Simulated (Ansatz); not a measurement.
CH5FOSi, SMILES O[SiH2]CF, vertical spin-state energies

With Ansatz's Python interface.

Input file `ch5fosi.xyz`:
```text
9

O    -1.18690    0.28730    1.40130
Si   -0.40690    0.66890   -0.01200
C     0.55550   -0.74830   -0.66680
F     1.48110   -1.19810    0.33410
H    -0.68980   -0.00550    2.10560
H    -1.38290    1.12990   -1.03500
H     0.50600    1.83040    0.28240
H    -0.01020   -1.56540   -0.97000
H     1.22260   -0.44550   -1.45660
```

Interactive session:
```pycon
>>> import ansatz as az
>>> system = az.Crystal.molecule_from_extxyz("ch5fosi.xyz")
>>> base = (
...     system.calculation()
...     .basis(gaussian="cc-pVDZ")
...     .functional("pbe0")
... )
>>> found = {}
>>> for unpaired in [0, 2]:
...     report = base.spin("collinear", total=unpaired).run().report
...     s = unpaired / 2
...     found[unpaired] = report["free_energy_ev"]
...     print(f"2S+1 = {unpaired + 1}: E = {found[unpaired]:.5f} eV, <S^2> = {abs(report['mean_field']['state']['spin_squared']):.3f} (pure state {s * (s + 1):.2f})")
...
2S+1 = 1: E = -13750.89861 eV, <S^2> = 0.000 (pure state 0.00)
2S+1 = 3: E = -13744.09639 eV, <S^2> = 2.005 (pure state 2.00)
>>> lowest = min(found, key=found.get)
>>> for unpaired, e in found.items():
...     print(f"multiplicity {unpaired + 1}: {(e - found[lowest]):.3f} eV above the lowest")
...
multiplicity 1: 0.000 eV above the lowest
multiplicity 3: 6.802 eV above the lowest
```

In order: multiplicity 1 (+0.00 eV) and multiplicity 3 (+6.80 eV), all at the one geometry.

Caveats:
- Total energies depend on the basis set; only differences at equal settings carry meaning.
- The geometry is a force-field or estimated start, not a minimum of this method, and the basis set is short of its limit. All parts are taken at fixed geometry, without zero-point energy.
- Wall time of the script: 13 s on 1 thread of Arm Neoverse V1 (shared host), peak memory 0.26 GiB.
